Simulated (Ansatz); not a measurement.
# CH4FGaSe: basis-set convergence

How large a basis does CH4FGaSe need? Two functionals are run in growing sets.

Program: Ansatz 0.2.0, Gaussian basis. Level of theory: one geometry, several basis sets. These are calculated values, not measurements.

The runs, in order: PBE0-D4/def2-SVP; ωB97M-V/def2-SVP; PBE0-D4/def2-QZVPP; ωB97M-V/def2-QZVPP; the functionals' def2-TZVPP values are taken from earlier runs.

### 1 The relaxed structure

All runs share one geometry, relaxed beforehand with PBE0-D4 in a triple-zeta def2 set.

SMILES `[CH3][Ga]([F])[SeH]`, 8 atoms, charge 0, spin multiplicity 1.

Atoms are counted from 1 here; the program's logs count them from 0.

Bond lengths: C1–Ga2 1.947 Å, C1–H5 1.090 Å, C1–H6 1.092 Å, C1–H7 1.091 Å, Ga2–F3 1.762 Å, Ga2–Se4 2.316 Å, Se4–H8 1.469 Å. Angles: Ga2–C1–H5 111.4°, Ga2–C1–H6 109.3°, Ga2–C1–H7 109.4°, H5–C1–H6 109.1°, H5–C1–H7 109.5°, H6–C1–H7 108.1°, C1–Ga2–F3 118.2°, C1–Ga2–Se4 129.6°, F3–Ga2–Se4 112.2°, Ga2–Se4–H8 90.6°.

### 2 PBE0-D4 in def2-SVP

in.yaml

```yaml
crystal:
  periodic: [false, false, false]
  atoms:
    - {symbol: C, position_ang: [-0.096966, 1.353244, -0.526552]}
    - {symbol: Ga, position_ang: [0.183708, -0.407959, 0.254478]}
    - {symbol: F, position_ang: [1.602392, -0.652451, 1.271037]}
    - {symbol: Se, position_ang: [-1.099651, -2.326969, 0.067011]}
    - {symbol: H, position_ang: [-0.923678, 1.345326, -1.236216]}
    - {symbol: H, position_ang: [-0.314888, 2.069482, 0.268068]}
    - {symbol: H, position_ang: [0.814439, 1.674855, -1.033094]}
    - {symbol: H, position_ang: [-0.165336, -3.055508, 0.935257]}
basis:
  gaussian: {orbitals: def2-SVP}
hamiltonian: {xc: pbe0, dispersion: d4}
output: {orbitals: {seedname: orbitals}}
```

Run with:

```console
ansatz run in.yaml --threads 2 --pin off --events-out ev --progress --plain --max-ram 32768MiB --backend cpu
```

Further steps of the session: ωB97M-V in def2-SVP; PBE0-D4 in def2-QZVPP; ωB97M-V in def2-QZVPP.

Q: Predict the results of all the runs planned. Wanted: PBE0-D4: double and triple zeta above quadruple; ωB97M-V: double and triple zeta above quadruple.

As calculated:

| quantity | value |
| --- | --- |
| PBE0-D4: double and triple zeta above quadruple | 22.15, 2.78 eV |
| ωB97M-V: double and triple zeta above quadruple | 22.15, 2.69 eV |

What this shows: PBE0-D4 gains 19.37 eV from double to triple zeta, then 2.78 eV more. Total energies overstate the basis error of differences, where much of it tends to cancel.
